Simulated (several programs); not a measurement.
**Many methods on one cell: MgSnSb2 (ordering on zincblende)**

An ordered 4-atom cell of MgSnSb2 on the zincblende lattice (P-4m2), relaxed with r2SCAN in Ansatz, was computed with several methods. The symmetry is P-4m2 (No. 115, tetragonal); a = 4.600 Å, c = 6.555 Å in the conventional setting, 34.68 Å³ an atom. Around Mg lie 4 Sb at 2.80 Å; around Sb lie 2 Mg at 2.80 Å and 2 Sn at 2.85 Å; around Sn lie 4 Sb at 2.85 Å. Computed, not measured; no magnetism was allowed, and whether the structure is a known phase isn't checked.

```cif
data_structure
_symmetry_space_group_name_H-M 'P-4m2'
_symmetry_Int_Tables_number 115
_cell_length_a 4.6005
_cell_length_b 4.6005
_cell_length_c 6.5552
_cell_angle_alpha 90.000
_cell_angle_beta 90.000
_cell_angle_gamma 90.000
_cell_volume 138.74
loop_
_atom_site_label
_atom_site_type_symbol
_atom_site_symmetry_multiplicity
_atom_site_Wyckoff_symbol
_atom_site_fract_x
_atom_site_fract_y
_atom_site_fract_z
_atom_site_occupancy
Mg1 Mg 1 a 0.00000 0.00000 0.00000 1
Sb1 Sb 2 g 0.00000 0.50000 0.24288 1
Sn1 Sn 1 c 0.50000 0.50000 0.50000 1
```

Gaps and times are for a single point on this cell; volume and bulk modulus come from each method's own relaxation or energy curve at fixed shape, which is too stiff where a cell has free coordinates or axes. Times are rough, from shared hosts (Arm Neoverse N1; Intel Xeon Platinum 8375C CPU @ 2.90GHz), and each method has its own mesh and cell size. A double dagger marks a value from a curve with shape and coordinates held. PM6 (MOPAC), PM7 (MOPAC), GFN1-xTB (tblite) treat a cluster of cells at its zone centre, which samples few k points: where these miss a band edge, the gap comes out too large for that reason alone. Gaps from k meshes are read at a limited set of points (mesh, symmetry points, PBE's band edges), so each method's own least gap may be somewhat smaller. xTB and the PM methods were fitted mostly to molecules, and can miss a solid's gap by electronvolts. Minimal bases can be far off for gaps. Times of the plane-wave ladder aren't listed, since it ran on unlike processors and cards. d marks a direct gap, i an indirect one (no mark: not told apart), a dash a value that wasn't computed or didn't pass its checks.

```json
{"method": "PBEsol", "kind": "semilocal", "gap (eV)": "–", "own volume (Å³/atom)": "34.29", "bulk modulus (GPa)": "–", "atoms computed": "4", "processor time": "–"}
{"method": "light PBE (260 eV and a coarse mesh)", "kind": "light plane-wave", "gap (eV)": "overlap 0.11", "own volume (Å³/atom)": "–", "bulk modulus (GPa)": "–", "atoms computed": "4", "processor time": "1.9 s"}
{"method": "PM7 (MOPAC)", "kind": "semi-empirical", "gap (eV)": "3.88", "own volume (Å³/atom)": "–", "bulk modulus (GPa)": "–", "atoms computed": "cluster", "processor time": "2.1 s"}
{"method": "GFN1-xTB (tblite)", "kind": "tight binding", "gap (eV)": "0", "own volume (Å³/atom)": "32.10‡", "bulk modulus (GPa)": "55‡", "atoms computed": "cluster", "processor time": "2.1 s"}
{"method": "PM6 (MOPAC)", "kind": "semi-empirical", "gap (eV)": "3.95", "own volume (Å³/atom)": "–", "bulk modulus (GPa)": "–", "atoms computed": "cluster", "processor time": "3.1 s"}
{"method": "PBE", "kind": "semilocal", "gap (eV)": "overlap 0.15", "own volume (Å³/atom)": "35.76", "bulk modulus (GPa)": "36‡", "atoms computed": "4", "processor time": "–"}
{"method": "PBE/SZV (CP2K)", "kind": "small basis", "gap (eV)": "0", "own volume (Å³/atom)": "–", "bulk modulus (GPa)": "–", "atoms computed": "4", "processor time": "16 s"}
{"method": "PBE/single zeta (GPAW)", "kind": "small basis", "gap (eV)": "overlap 0.18", "own volume (Å³/atom)": "–", "bulk modulus (GPa)": "–", "atoms computed": "4", "processor time": "17 s"}
{"method": "PBE/DZVP (CP2K)", "kind": "small basis", "gap (eV)": "overlap 0.20", "own volume (Å³/atom)": "–", "bulk modulus (GPa)": "–", "atoms computed": "4", "processor time": "26 s"}
{"method": "LDA", "kind": "semilocal", "gap (eV)": "overlap 0.25", "own volume (Å³/atom)": "33.28", "bulk modulus (GPa)": "–", "atoms computed": "4", "processor time": "–"}
{"method": "r2SCAN", "kind": "semilocal", "gap (eV)": "0", "own volume (Å³/atom)": "34.68", "bulk modulus (GPa)": "40‡", "atoms computed": "4", "processor time": "–"}
{"method": "PBE+SOC", "kind": "semilocal", "gap (eV)": "overlap 0.13", "own volume (Å³/atom)": "–", "bulk modulus (GPa)": "–", "atoms computed": "4", "processor time": "–"}
{"method": "HSE06", "kind": "hybrid", "gap (eV)": "0.27 d", "own volume (Å³/atom)": "34.58", "bulk modulus (GPa)": "–", "atoms computed": "4", "processor time": "–"}
{"method": "PBE0", "kind": "hybrid", "gap (eV)": "0.87 d", "own volume (Å³/atom)": "–", "bulk modulus (GPa)": "–", "atoms computed": "4", "processor time": "–"}
```

Against HSE06 (0.27 eV) and with closed or daggered gaps left aside, the nearest gap at the points sampled is that of r2SCAN (-0.27 eV) and the farthest that of PM6 (MOPAC) (+3.68 eV). HSE06 is only a yardstick of convenience, and nearness to it can be luck.

Volumes against r2SCAN's: PBEsol -1.1 %, PBE +3.1 %, LDA -4.1 %, HSE06 -0.3 %.

Runs without a result: GFN2-xTB (tblite) (single point).

With PBE and r2SCAN the bands overlap or touch, or nearly. Semilocal functionals can close a real gap, so this doesn't show a metal; small gaps of other methods may in turn close between the points read or with spin-orbit coupling, and the solid may be a semimetal.

Only the rows marked +SOC include spin-orbit coupling.
